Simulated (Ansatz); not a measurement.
# CuH4OSi (charge +1): molecular dynamics

Aim: follow the two partners and see whether they stay together, part or react. The start is relaxed first. Runs: 40 steps of 2.5 fs under a Langevin thermostat at 200 K; 150 steps of 0.5 fs at constant energy, with velocities drawn for 700 K. SMILES of the start: [Cu+].[SiH3]O.

All numbers below are computed with Ansatz 0.2.0 (RKS B3LYP/def2-SVP).

## 1. The system as given

Bond lengths: Cu1–O3 1.930 Å, Si2–O3 1.731 Å, Si2–H4 1.459 Å, Si2–H5 1.458 Å, Si2–H6 1.455 Å, O3–H7 0.961 Å. Angles: Cu1–O3–Si2 131.7°, Cu1–O3–H7 113.0°, Si2–O3–H7 115.2°, O3–Si2–H4 104.3°, O3–Si2–H5 96.8°, O3–Si2–H6 103.7°, H4–Si2–H5 115.6°, H4–Si2–H6 115.2°, H5–Si2–H6 117.3°.

Structure file:

```xyz
7

Cu    0.5263    1.2211   -2.1696
Si    0.0410   -0.1153    0.8546
O    -0.1635   -0.0197   -0.8618
H     1.0696   -1.1341    1.0390
H     0.4751    1.2621    1.0536
H    -1.2831   -0.4753    1.3394
H    -0.6653   -0.7389   -1.2552
```

## 2. Relaxing the start

Contents of input.yaml:

```yaml
crystal:
  periodic: [false, false, false]
  atoms:
    - { symbol: Cu, position_ang: [0.5263, 1.2211, -2.1696] }
    - { symbol: Si, position_ang: [0.041, -0.1153, 0.8546] }
    - { symbol: O, position_ang: [-0.1635, -0.0197, -0.8618] }
    - { symbol: H, position_ang: [1.0696, -1.1341, 1.039] }
    - { symbol: H, position_ang: [0.4751, 1.2621, 1.0536] }
    - { symbol: H, position_ang: [-1.2831, -0.4753, 1.3394] }
    - { symbol: H, position_ang: [-0.6653, -0.7389, -1.2552] }
total_charge: 1
basis:
  gaussian: { orbitals: def2-SVP }
hamiltonian:
  xc: b3lyp
relax:
  f_tol: 0.02
  max_steps: 40
scf:
  lower_state_search: "off"
```

Run with:

```console
ansatz run input.yaml --threads 1 --pin off --max-ram 2048MiB --backend cpu --events-out ev --progress --plain --runs-dir out
```

Output, cut to the lines that bear on the results:

```text
Warning: RAYON_NUM_THREADS=1 ignored (pool sized by the plan → 1); use --threads N
[...]
Functional definition: B3LYP
[...]
906 factors; integrals over basis functions are off by at most 4.8e-4 eV
[...]
mean field -54615.83656099 eV, -2007.0949736728 hartree, gradient 6.8e-6 eV, S^2 0.000000; 0 other end points of the search recorded, 0 dependent functions left out
[...]
reference -54615.83682298 eV, -2007.0949833006 hartree; 27, 27 occupied and 56, 56 virtual orbitals, 906 factors
relax step   1: F+E_penalty+E_count = -54615.83656099 eV  Δ(F+E_penalty+E_count) = +0.000e0 eV  max|allowed force component| = 8.697e-1 eV/Å  Δτ_max = 0.0000 Å  (16 SCF iters, accepted)
[...]
relax step   3: F+E_penalty+E_count = -54615.91574833 eV  Δ(F+E_penalty+E_count) = -3.662e-3 eV  max|allowed force component| = 2.299e-1 eV/Å  Δτ_max = 0.0113 Å  (16 SCF iters, accepted)
[...]
relax step   5: F+E_penalty+E_count = -54615.91764383 eV  Δ(F+E_penalty+E_count) = -1.896e-3 eV  max|allowed force component| = 2.105e-2 eV/Å  Δτ_max = 0.0241 Å  (22 SCF iters, accepted)
[...]
relax step   7: F+E_penalty+E_count = -54615.91910890 eV  Δ(F+E_penalty+E_count) = -2.800e-4 eV  max|allowed force component| = 1.469e-1 eV/Å  Δτ_max = 0.1321 Å  (22 SCF iters, accepted)
[...]
relax step   9: F+E_penalty+E_count = -54615.92013807 eV  Δ(F+E_penalty+E_count) = -2.495e-4 eV  max|allowed force component| = 7.776e-3 eV/Å  Δτ_max = 0.0179 Å  (16 SCF iters, accepted)
[...]
relax step  10: F+E_penalty+E_count = -54615.92022673 eV  Δ(F+E_penalty+E_count) = -8.866e-5 eV  max|allowed force component| = 9.700e-3 eV/Å  Δτ_max = 0.0296 Å  (22 SCF iters, accepted)
[...]
relax step  11: F+E_penalty+E_count = -54615.92024470 eV  Δ(F+E_penalty+E_count) = -1.797e-5 eV  max|allowed force component| = 1.127e-2 eV/Å  Δτ_max = 0.0244 Å  (21 SCF iters, accepted)
Total energy: -54615.92050692 eV, -2007.0980586287 hartree
Atom 0 at     0.312268     1.363323    -2.139703 Å, force    -0.000331    -0.002635     0.002907 eV/Å
Atom 1 at     0.040137    -0.114140     0.819723 Å, force    -0.007572    -0.006786    -0.011270 eV/Å
Atom 2 at    -0.123129    -0.072702    -0.935133 Å, force    -0.002835    -0.004033    -0.007390 eV/Å
Atom 3 at     0.973356    -1.217303     1.138796 Å, force     0.002390     0.004592     0.002184 eV/Å
Atom 4 at     0.597117     1.231625     1.086663 Å, force     0.001806    -0.002781     0.001551 eV/Å
Atom 5 at    -1.317846    -0.312886     1.372906 Å, force     0.001137     0.002118     0.002978 eV/Å
Atom 6 at    -0.481802    -0.878017    -1.343253 Å, force     0.005405     0.009524     0.009040 eV/Å
Dipole moment:    -0.012080     0.075621    -0.398231 e Å
Checks for a lower state left out: stability, starts, cluster_reference, orbital_swaps, neighbouring_geometries, increment
```

Run time: 30 s. Hardware: 1 thread of Arm Neoverse V2, shared host; peak memory 0.15 GiB.

Relaxation path:

```csv
step,energy from step 1 (eV),largest force component (eV/Å)
1,0.0000,0.8697
2,-0.0755,0.3577
3,-0.0792,0.2299
4x,-0.0780,0.1896
5,-0.0811,0.0211
6,-0.0823,0.0290
7,-0.0825,0.1469
8,-0.0833,0.0513
9,-0.0836,0.0078
10,-0.0837,0.0097
11,-0.0837,0.0113
```

Step 1 is the start. 1 step was tried and not accepted (4; marked x where the table lists them).

After: Bond lengths: Cu1–O3 1.924 Å, Si2–O3 1.763 Å, Si2–H4 1.480 Å, Si2–H5 1.481 Å, Si2–H6 1.480 Å, O3–H7 0.971 Å. Angles: Cu1–O3–Si2 128.3°, Cu1–O3–H7 116.1°, Si2–O3–H7 115.7°, O3–Si2–H4 106.9°, O3–Si2–H5 101.1°, O3–Si2–H6 106.9°, H4–Si2–H5 113.7°, H4–Si2–H6 113.5°, H5–Si2–H6 113.6°.

## 3. Run 1

40 steps of 2.5 fs under a Langevin thermostat at 200 K, from the relaxed start.

Contents of input.yaml:

```yaml
crystal:
  periodic: [false, false, false]
  atoms:
    - { symbol: Cu, position_ang: [0.312268, 1.363323, -2.139703] }
    - { symbol: Si, position_ang: [0.040137, -0.11414, 0.819723] }
    - { symbol: O, position_ang: [-0.123129, -0.072702, -0.935133] }
    - { symbol: H, position_ang: [0.973356, -1.217303, 1.138796] }
    - { symbol: H, position_ang: [0.597117, 1.231625, 1.086663] }
    - { symbol: H, position_ang: [-1.317846, -0.312886, 1.372906] }
    - { symbol: H, position_ang: [-0.481802, -0.878017, -1.343253] }
total_charge: 1
basis:
  gaussian: { orbitals: def2-SVP }
hamiltonian:
  xc: b3lyp
md:
  timestep: 2.5
  n_steps: 40
  ensemble: nvt_langevin
  temperature: 200.0
  initial_velocities: maxwell_boltzmann
  seed: 609316
  friction: 0.001
scf:
  lower_state_search: "off"
```

Run with:

```console
ansatz run input.yaml --threads 1 --pin off --max-ram 2048MiB --backend cpu --events-out ev --progress --plain --runs-dir out
```

Output, cut to the lines that bear on the results:

```text
Warning: RAYON_NUM_THREADS=1 ignored (pool sized by the plan → 1); use --threads N
[...]
Functional definition: B3LYP
[...]
910 factors; integrals over basis functions are off by at most 4.9e-4 eV
[...]
mean field -54615.92024212 eV, -2007.0980488977 hartree, gradient 2.2e-6 eV, S^2 0.000000; 0 other end points of the search recorded, 0 dependent functions left out
[...]
reference -54615.92050457 eV, -2007.0980585424 hartree; 27, 27 occupied and 56, 56 virtual orbitals, 910 factors
md step     0: t =     0.00 fs  T =   171.4 K  F+E_penalty+E_count = -54615.92024212 eV  E_kin = 0.155112 eV  (17 SCF iters)
[...]
md step    10: t =    25.00 fs  T =  1047.0 K  F+E_penalty+E_count = -54614.38710333 eV  E_kin = 0.947317 eV  (20 SCF iters)
[...]
md step    20: t =    50.00 fs  T =  1970.7 K  F+E_penalty+E_count = -54609.28704010 eV  E_kin = 1.783097 eV  (35 SCF iters)
[...]
md step    40: t =   100.00 fs  T =  1787.3 K  F+E_penalty+E_count = -54609.25757880 eV  E_kin = 1.617198 eV  (37 SCF iters)
Total energy: -54609.25798280 eV, -2006.8532153835 hartree
Atom 0 at     0.428415     1.558450    -2.060851 Å, force    -0.088580    -0.977337     0.988284 eV/Å
Atom 1 at    -0.139051    -0.517303     0.718592 Å, force    -0.645384     2.007434    -0.551526 eV/Å
Atom 2 at     0.342990     0.199301    -0.734785 Å, force    -0.194420     0.058957     0.114753 eV/Å
Atom 3 at     0.682170    -1.651326     1.178452 Å, force    -0.096875    -0.288647    -0.196718 eV/Å
Atom 4 at     0.094003     0.649374     1.729921 Å, force    -0.002303    -0.425098    -0.252108 eV/Å
Atom 5 at    -1.702362    -0.578539     0.777908 Å, force     1.030594    -0.369666    -0.100798 eV/Å
Atom 6 at    -6.827268   -11.228847    -6.868798 Å, force    -0.003032    -0.005643    -0.001887 eV/Å
Dipole moment:    -1.952738    -2.841384    -2.085051 e Å
Checks for a lower state left out: stability, starts, cluster_reference, orbital_swaps, neighbouring_geometries, increment
```

Wall time 2 min (1 thread of Arm Neoverse V2, shared host); peak memory 0.15 GiB.

## 4. Frames and traces

One step in 3; energies are changes from step 0:

```csv
time (fs),T (K),potential energy change (meV/atom)
0.0,171,0.0
7.5,143,5.5
15.0,183,5.5
22.5,378,34.4
30.0,3287,803.0
37.5,2024,946.7
45.0,1960,953.9
52.5,1903,954.6
60.0,1873,955.8
67.5,1925,945.7
75.0,1956,943.0
82.5,1942,936.9
90.0,1955,932.7
97.5,1852,944.0
100.0,1787,951.8
```

time (fs), T (K) and a bar:
```
      0.0        171 
      5.0        127 
      7.5        143 
     12.5        137 
     17.5        163 
     22.5        378 ##
     25.0       1047 #########
     30.0       3287 ##############################
     35.0       2217 ####################
     40.0       1988 ##################
     42.5       2002 ##################
     47.5       2006 ##################
     52.5       1903 #################
     57.5       1911 #################
     60.0       1873 #################
     65.0       1923 #################
     70.0       1940 #################
     75.0       1956 #################
     77.5       1958 #################
     82.5       1942 #################
     87.5       1981 ##################
     92.5       1941 #################
     95.0       1918 #################
    100.0       1787 ################
```

Bonds that form or break, judged by distance (formed within 1.15 times the sum of covalent radii and held on average over 10 fs, broken when stretched by half; pairs already stretched at the start don't count as bonds):

```csv
time (fs),bond,event
27.5,O3–H7,breaks
```

## 5. Positions and forces

Positions (Å) and forces (eV/Å):

```xyz
7
time_fs=12.5 T=137 dE=0.1451
Cu    0.332    1.388   -2.118   -0.090   -0.311    0.153
Si    0.015   -0.141    0.788   -0.856   -0.330    0.352
O    -0.120   -0.128   -0.957   -1.298   -1.712   -1.325
H     0.920   -1.259    1.139    0.107    0.125    0.045
H     0.519    1.230    1.063    0.033   -0.129   -0.001
H    -1.396   -0.399    1.309    0.695    0.223   -0.200
H    -0.639   -0.935   -1.357    1.410    2.134    0.977
7
time_fs=25.0 T=1047 dE=1.5331
Cu    0.351    1.407   -2.094   -0.088   -0.342    0.163
Si   -0.013   -0.185    0.759   -0.830    0.501    0.350
O    -0.126   -0.174   -1.010    9.621   14.827    8.493
H     0.995   -1.174    1.184   -0.113   -0.252   -0.082
H     0.520    1.189    1.062   -0.232   -0.280   -0.236
H    -1.463   -0.374    1.272    1.107    0.012   -0.368
H    -0.515   -0.764   -1.345   -9.466  -14.467   -8.320
7
time_fs=37.5 T=2024 dE=6.6268
Cu    0.363    1.415   -2.066   -0.125   -0.497    0.382
Si   -0.043   -0.224    0.719   -0.721    0.591   -0.512
O    -0.011   -0.016   -0.974   -0.155    0.012    0.424
H     0.905   -1.260    1.190    0.042    0.013   -0.037
H     0.463    1.216    1.015   -0.182   -0.487    0.229
H    -1.471   -0.439    1.323    1.052    0.251   -0.568
H    -1.930   -2.969   -2.655    0.090    0.117    0.081
7
time_fs=50.0 T=1971 dE=6.6332
Cu    0.374    1.413   -2.032    0.257    1.090   -0.952
Si   -0.066   -0.245    0.646   -0.418    0.135    1.361
O     0.082    0.120   -0.936   -0.364   -1.067    0.068
H     0.856   -1.316    1.097    0.034   -0.082   -0.096
H     0.393    1.080    1.271   -0.036   -0.135    0.082
H    -1.487   -0.462    1.176    0.537    0.077   -0.460
H    -2.943   -4.588   -3.548   -0.009   -0.019   -0.003
7
time_fs=62.5 T=1916 dE=6.6437
Cu    0.385    1.431   -2.017    0.302    1.486   -1.362
Si   -0.084   -0.263    0.631    0.027   -0.109    1.511
O     0.153    0.172   -0.901    0.194   -0.895   -0.340
H     0.852   -1.415    0.898   -0.135   -0.185   -0.043
H     0.284    0.778    1.627    0.120    0.171    0.028
H    -1.509   -0.574    0.747   -0.501   -0.452    0.209
H    -3.946   -6.218   -4.392   -0.007   -0.014   -0.003
7
time_fs=75.0 T=1956 dE=6.6007
Cu    0.402    1.475   -2.030    0.085    0.369   -0.327
Si   -0.104   -0.312    0.684    0.826   -0.411   -0.481
O     0.228    0.155   -0.869    0.080    0.156    0.472
H     0.610   -1.627    0.759    0.384   -0.110    0.285
H     0.170    0.579    1.838    0.000    0.158   -0.174
H    -1.437   -0.848    0.571   -1.371   -0.153    0.227
H    -4.919   -7.869   -5.240   -0.004   -0.009   -0.002
7
time_fs=87.5 T=1981 dE=6.4967
Cu    0.416    1.525   -2.054   -0.061   -0.790    0.778
Si   -0.122   -0.411    0.715   -0.417    0.200   -0.186
O     0.290    0.144   -0.792   -0.133    0.684   -0.422
H     0.551   -1.714    0.919    0.303   -0.229    0.113
H     0.063    0.577    1.817    0.091   -0.055   -0.112
H    -1.599   -0.839    0.730    0.220    0.198   -0.169
H    -5.871   -9.546   -6.076   -0.004   -0.007   -0.002
7
time_fs=100.0 T=1787 dE=6.6627
Cu    0.428    1.558   -2.061   -0.089   -0.977    0.988
Si   -0.139   -0.517    0.719   -0.645    2.007   -0.551
O     0.343    0.199   -0.735   -0.194    0.059    0.115
H     0.682   -1.651    1.179   -0.097   -0.289   -0.197
H     0.094    0.649    1.730   -0.002   -0.425   -0.252
H    -1.702   -0.579    0.778    1.031   -0.370   -0.101
H    -6.827  -11.229   -6.869   -0.003   -0.006   -0.002
```

On run 1: The temperature runs away to 5694 K: the integration has become unstable, and nothing after that is physical.

(Part 1 of 2 ends here.)
